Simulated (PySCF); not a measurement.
**GeH4 (GeH4): fields and orbitals, part 1 of 2**

Aim: take GeH4 (GeH4) and compute its lowest excited states and analyse its density (charges, bond critical points, surface potential).

Program: PySCF 2.14.0. Level of theory: levels as typed in each script, gas phase, geometry from GFN2-xTB. These are calculated values, not measurements.

### 1 The starting structure

5 atoms, charge 0, spin multiplicity 1.

Bond lengths: Ge1–H2 1.483 Å, Ge1–H3 1.483 Å, Ge1–H4 1.483 Å, Ge1–H5 1.483 Å. Angles: H2–Ge1–H3 109.4°, H2–Ge1–H4 109.5°, H2–Ge1–H5 109.6°, H3–Ge1–H4 109.6°, H3–Ge1–H5 109.5°, H4–Ge1–H5 109.4°.

Geometry (Å):

```mol
GeH4
  3D, bonds by distance, orders not assigned

  5  4  0  0  0  0  0  0  0  0999 V2000
   -0.0000    0.0000    0.0000 Ge  0  0
   -0.8568    0.8904   -0.8193 H   0  0
   -0.8568   -0.8904    0.8192 H   0  0
    0.8570    0.8205    0.8890 H   0  0
    0.8570   -0.8205   -0.8891 H   0  0
  1  2  8  0
  1  3  8  0
  1  4  8  0
  1  5  8  0
M  END
```

### 2 Excited states (wB97X/def2-svpd)

Contents of input.py:

```python
import numpy as np
from pyscf import gto, scf, dft, tdscf
from pyscf.scf import atom_ks, atom_hf
from scipy.linalg import block_diag

def solve(mol, dm0=None, hcore=None):
    mf = (dft.UKS if mol.spin else dft.RKS)(mol, xc='wb97x')
    mf.grids.level = 3
    mf = mf.density_fit(auxbasis='def2-universal-jkfit')
    mf.conv_tol, mf.max_cycle = 1e-8, 80
    if hcore is not None:
        mf.get_hcore = lambda *args: hcore
    mf.kernel(dm0)
    if not mf.converged:
        mf = mf.newton().run(mf.mo_coeff, mf.mo_occ, max_cycle=30)
    assert mf.converged, 'SCF not converged'
    return mf

mol = gto.M(atom='''
Ge    -0.00001     0.00000     0.00000
H     -0.85684     0.89041    -0.81929
H     -0.85684    -0.89042     0.81923
H      0.85703     0.82052     0.88902
H      0.85703    -0.82053    -0.88908
''', basis='def2-svpd', charge=0, spin=0, verbose=4)
mf = solve(mol)
td = mf.TDA()
td.nstates, td.singlet, td.conv_tol = 5, True, 1e-5
td.kernel()
td.analyze()
x, y = np.array([p[0] for p in td.xy]), np.array([p[1] + 0 * p[0] for p in td.xy])
f, mu = td.oscillator_strength(), td.transition_dipole()
nto = [td.get_nto(state=i + 1, verbose=4) for i in range(len(td.e))]
# spherically averaged free atoms, for the promolecule
atm = atom_ks.get_atm_nrks(mol, xc='wb97x')
pro = block_diag(*[(atm[a[0]][2] * atm[a[0]][3]) @ atm[a[0]][2].T for a in mol._atom])
np.savez('result.npz', e=td.e, f=f, ok=td.converged, w=[n[0] for n in nto], nto=[n[1] for n in nto], x=x, y=y, c=mf.mo_coeff, occ=mf.mo_occ, eps=mf.mo_energy, pro=pro, mu=mu)
```

Run with:

```sh
OMP_NUM_THREADS=1 python input.py
```

Log:

```text
[ENV] PYSCF_TMPDIR <dir>
[ENV] PYSCF_MAX_MEMORY 1375
[INPUT] verbose = 4
[INPUT] num. atoms = 5
[INPUT] num. electrons = 36
[INPUT] charge = 0
[INPUT] spin (= nelec alpha-beta = 2S) = 0
[INPUT] symmetry False subgroup None
[INPUT] Mole.unit = angstrom
[INPUT] Symbol           X                Y                Z      unit          X                Y                Z       unit  Magmom
[INPUT]  1 Ge    -0.000010000000   0.000000000000   0.000000000000 AA   -0.000018897261   0.000000000000   0.000000000000 Bohr   0.0
[INPUT]  2 H     -0.856840000000   0.890410000000  -0.819290000000 AA   -1.619192932572   1.682631038574  -1.548233716595 Bohr   0.0
[INPUT]  3 H     -0.856840000000  -0.890420000000   0.819230000000 AA   -1.619192932572  -1.682649935835   1.548120333027 Bohr   0.0
[INPUT]  4 H      0.857030000000   0.820520000000   0.889020000000 AA    1.619551980536   1.550558079728   1.680004319261 Bohr   0.0
[INPUT]  5 H      0.857030000000  -0.820530000000  -0.889080000000 AA    1.619551980536  -1.550576976989  -1.680117702828 Bohr   0.0

nuclear repulsion = 46.9969540022219
number of shells = 30
number of NR pGTOs = 120
number of NR cGTOs = 70
basis = def2-svpd
ecp = {}

******** <class 'pyscf.df.df_jk.DFRKS'> ********
method = DFRKS
initial guess = minao
damping factor = 0
level_shift factor = 0
DIIS = <class 'pyscf.scf.diis.CDIIS'>
diis_start_cycle = 1
diis_space = 8
diis_damp = 0
SCF conv_tol = 1e-08
SCF conv_tol_grad = None
SCF max_cycles = 80
direct_scf = False
XC library pyscf.dft.libxc version 7.0.0
    S. Lehtola, C. Steigemann, M. J.T. Oliveira, and M. A.L. Marques.,  SoftwareX 7, 1–5 (2018)
XC functionals = wb97x
    J.-D. Chai and M. Head-Gordon.,  J. Chem. Phys. 128, 084106 (2008)
radial grids:
    Treutler-Ahlrichs [JCP 102, 346 (1995); DOI:10.1063/1.469408] (M4) radial grids

becke partition: Becke, JCP 88, 2547 (1988); DOI:10.1063/1.454033
pruning grids: <function nwchem_prune at 0x71d696749ee0>
grids dens level: 3
symmetrized grids: False
atomic radii adjust function: <function treutler_atomic_radii_adjust at 0x71d69674a3e0>
small_rho_cutoff = 0
Set gradient conv threshold to 0.0001
Initial guess from minao.
tot grids = 59872
******** <class 'pyscf.df.df.DF'> ********
auxbasis = def2-universal-jkfit
******** <class 'pyscf.df.df.DF'> ********
auxbasis = auxmol.basis = def2-universal-jkfit
init E= -2078.3621348627
  HOMO = -0.399901210432772  LUMO = 0.0485291831765862  gap/eV = 12.20241
cycle= 1 E= -2079.15122070155  delta_E= -0.789  |g|= 0.346  |ddm|= 2.05
  HOMO = -0.464617630193186  LUMO = 0.0634141102883374  gap/eV = 14.36848
cycle= 2 E= -2079.15646066456  delta_E= -0.00524  |g|= 0.318  |ddm|= 0.375
  HOMO = -0.451732487661509  LUMO = 0.0682240938133973  gap/eV = 14.14874
cycle= 3 E= -2079.16523630332  delta_E= -0.00878  |g|= 0.0112  |ddm|= 0.313
  HOMO = -0.447552458152413  LUMO = 0.0702602087969626  gap/eV = 14.09040
cycle= 4 E= -2079.1653083522  delta_E= -7.2e-05  |g|= 0.00337  |ddm|= 0.111
  HOMO = -0.448229351801728  LUMO = 0.0702336748222745  gap/eV = 14.10810
cycle= 5 E= -2079.16531241225  delta_E= -4.06e-06  |g|= 0.000444  |ddm|= 0.0173
  HOMO = -0.448181262409291  LUMO = 0.0702730704514885  gap/eV = 14.10786
cycle= 6 E= -2079.16531254655  delta_E= -1.34e-07  |g|= 5.19e-05  |ddm|= 0.00449
  HOMO = -0.448177807616555  LUMO = 0.0702747196137969  gap/eV = 14.10781
cycle= 7 E= -2079.16531254925  delta_E= -2.7e-09  |g|= 5.47e-06  |ddm|= 0.000307
  HOMO = -0.448179379262576  LUMO = 0.0702736944403743  gap/eV = 14.10783
Extra cycle  E= -2079.16531254927  delta_E= -2e-11  |g|= 2.37e-06  |ddm|= 4.09e-05
converged SCF energy = -2079.16531254927

******** <class 'pyscf.tdscf.rks.TDA'> for <class 'pyscf.df.df_jk.DFRKS'> ********
nstates = 5 singlet
deg_eia_thresh = 1.000e-03
wfnsym = None
conv_tol = 1e-05
eigh lindep = 1e-12
eigh level_shift = 0
eigh max_cycle = 100

Excitation energies (eV)
[9.38898675 9.39563593 9.39941792 9.60433716 9.60829481]

** Singlet excitation energies and oscillator strengths **
Excited State   1:      9.38899 eV    132.05 nm  f=0.2324
      18 -> 19       -0.68864
Excited State   2:      9.39564 eV    131.96 nm  f=0.2326
      17 -> 19       -0.68858
Excited State   3:      9.39942 eV    131.91 nm  f=0.2327
      16 -> 19       -0.68855
Excited State   4:      9.60434 eV    129.09 nm  f=0.0000
      17 -> 20       -0.48931
      18 -> 21        0.48945
Excited State   5:      9.60829 eV    129.04 nm  f=0.0000
      16 -> 20        0.48933
      18 -> 22       -0.48939

** Transition electric dipole moments (AU) **
state          X           Y           Z        Dip. S.      Osc.
  1        -0.0032      0.0155      1.0049      1.0101      0.2324
  2        -0.0326      1.0046     -0.0158      1.0105      0.2326
  3         1.0048      0.0326      0.0027      1.0107      0.2327
  4         0.0002     -0.0001     -0.0000      0.0000      0.0000
  5         0.0000     -0.0003     -0.0004      0.0000      0.0000

** Transition velocity dipole moments (imaginary part, AU) **
state          X           Y           Z        Dip. S.      Osc.
  1        -0.0011      0.0053      0.3397      0.1154      0.2230
  2        -0.0110      0.3398     -0.0053      0.1156      0.2232
  3         0.3400      0.0110      0.0009      0.1157      0.2233
  4         0.0002     -0.0000     -0.0000      0.0000      0.0000
  5         0.0000     -0.0002     -0.0002      0.0000      0.0000

** Transition magnetic dipole moments (imaginary part, AU) **
state          X           Y           Z
  1         0.0000     -0.0005      0.0001
  2        -0.0001     -0.0003      0.0005
  3         0.0002      0.0001     -0.0000
  4        -1.5222     -0.0366     -0.0035
  5         0.0366     -1.5224     -0.0059
State 1: 9.38899 eV  NTO largest component 0.9756455266732764
    occ-NTO: 0.999997 (MO #18)
    vir-NTO: 0.985960 (MO #19)
State 2: 9.39564 eV  NTO largest component 0.9755913200757322
    occ-NTO: 0.999996 (MO #17)
    vir-NTO: 0.985914 (MO #19)
State 3: 9.39942 eV  NTO largest component 0.9754047747240311
    occ-NTO: 0.999998 (MO #16)
    vir-NTO: 0.985966 (MO #19)
State 4: 9.60434 eV  NTO largest component 0.48946374726281344
    occ-NTO: 0.612318 (MO #17) + 0.790588 (MO #18)
    vir-NTO: -0.620664 (MO #20) + 0.771235 (MO #21)
State 5: 9.60829 eV  NTO largest component 0.4890535507219411
    occ-NTO: 0.999865 (MO #18)
    vir-NTO: 0.989826 (MO #22)
Spherically averaged atomic KS for {'Ge', 'H'}

******** <class 'pyscf.scf.atom_ks.AtomSphAverageRKS'> ********
method = AtomSphAverageRKS
initial guess = vsap
damping factor = 0
level_shift factor = 0
diis_start_cycle = 1
diis_space = 12
SCF conv_tol = 1e-09
SCF conv_tol_grad = None
SCF max_cycles = 50
direct_scf = True
direct_scf_tol = 1e-13
XC library pyscf.dft.libxc version 7.0.0
    S. Lehtola, C. Steigemann, M. J.T. Oliveira, and M. A.L. Marques.,  SoftwareX 7, 1–5 (2018)
XC functionals = wb97x
    J.-D. Chai and M. Head-Gordon.,  J. Chem. Phys. 128, 084106 (2008)
radial grids:
    Treutler-Ahlrichs [JCP 102, 346 (1995); DOI:10.1063/1.469408] (M4) radial grids

becke partition: Becke, JCP 88, 2547 (1988); DOI:10.1063/1.454033
pruning grids: <function nwchem_prune at 0x71d696749ee0>
grids dens level: 3
symmetrized grids: False
atomic radii adjust function: <function treutler_atomic_radii_adjust at 0x71d69674a3e0>
User specified grid scheme (100, 434)
small_rho_cutoff = 0
Set gradient conv threshold to 3.16228e-05
tot grids = 22928
init E= -2029.49847624061
cycle= 1 E= -2029.50826403792  delta_E= -0.00979  |g|=    0  |ddm|= 0.363
cycle= 2 E= -2029.51106765276  delta_E= -0.0028  |g|=    0  |ddm|= 0.464
cycle= 3 E= -2029.52568628248  delta_E= -0.0146  |g|=    0  |ddm|= 0.245
cycle= 4 E= -2029.52569474749  delta_E= -8.47e-06  |g|=    0  |ddm|= 0.0277
cycle= 5 E= -2029.52572835151  delta_E= -3.36e-05  |g|=    0  |ddm|= 0.0126
cycle= 6 E= -2029.5257283804  delta_E= -2.89e-08  |g|=    0  |ddm|= 0.00128
cycle= 7 E= -2029.52572849105  delta_E= -1.11e-07  |g|=    0  |ddm|= 0.000691
cycle= 8 E= -2029.52572849116  delta_E= -1.17e-10  |g|=    0  |ddm|= 9.89e-05
Extra cycle  E= -2029.52572849124  delta_E= -7.69e-11  |g|=    0  |ddm|= 7.78e-05
Atomic HF for atom  Ge  converged. SCF energy = -2029.52572849124

******** <class 'pyscf.scf.atom_ks.AtomSphAverageRKS'> ********
method = AtomSphAverageRKS
initial guess = vsap
damping factor = 0
level_shift factor = 0
diis_start_cycle = 1
diis_space = 12
SCF conv_tol = 1e-09
SCF conv_tol_grad = None
SCF max_cycles = 50
direct_scf = True
direct_scf_tol = 1e-13
XC library pyscf.dft.libxc version 7.0.0
    S. Lehtola, C. Steigemann, M. J.T. Oliveira, and M. A.L. Marques.,  SoftwareX 7, 1–5 (2018)
XC functionals = wb97x
    J.-D. Chai and M. Head-Gordon.,  J. Chem. Phys. 128, 084106 (2008)
radial grids:
    Treutler-Ahlrichs [JCP 102, 346 (1995); DOI:10.1063/1.469408] (M4) radial grids

becke partition: Becke, JCP 88, 2547 (1988); DOI:10.1063/1.454033
pruning grids: <function nwchem_prune at 0x71d696749ee0>
grids dens level: 3
symmetrized grids: False
atomic radii adjust function: <function treutler_atomic_radii_adjust at 0x71d69674a3e0>
User specified grid scheme (100, 434)
small_rho_cutoff = 0
Set gradient conv threshold to 3.16228e-05
tot grids = 26240
init E= 46.613131491028
cycle= 1 E= 46.6072099431817  delta_E= -0.00592  |g|=    0  |ddm|= 0.169
cycle= 2 E= 46.6071926562252  delta_E= -1.73e-05  |g|=    0  |ddm|= 0.00891
cycle= 3 E= 46.6071925903814  delta_E= -6.58e-08  |g|=    0  |ddm|= 0.000549
cycle= 4 E= 46.6071925901266  delta_E= -2.55e-10  |g|=    0  |ddm|= 3.42e-05
Extra cycle  E= 46.6071925901256  delta_E= -9.88e-13  |g|=    0  |ddm|= 2.13e-06
Atomic HF for atom  H  converged. SCF energy = 46.6071925901256
```

Wall time 15 s (1 thread of Intel Xeon 6975P-C (Granite Rapids), shared host); peak memory 0.37 GiB.

The free atoms at the end serve only for the promolecule density; their printed energies are not used.

### 3 Analysis of result.npz

TDA singlet states:

```csv
state,energy (eV),f,leading pair's weight
S1,9.39,0.232,0.98
S2,9.40,0.233,0.98
S3,9.40,0.233,0.97
S4,9.60,0.000,0.49
S5,9.61,0.000,0.49
```

(Continued in part 2 of 2.)
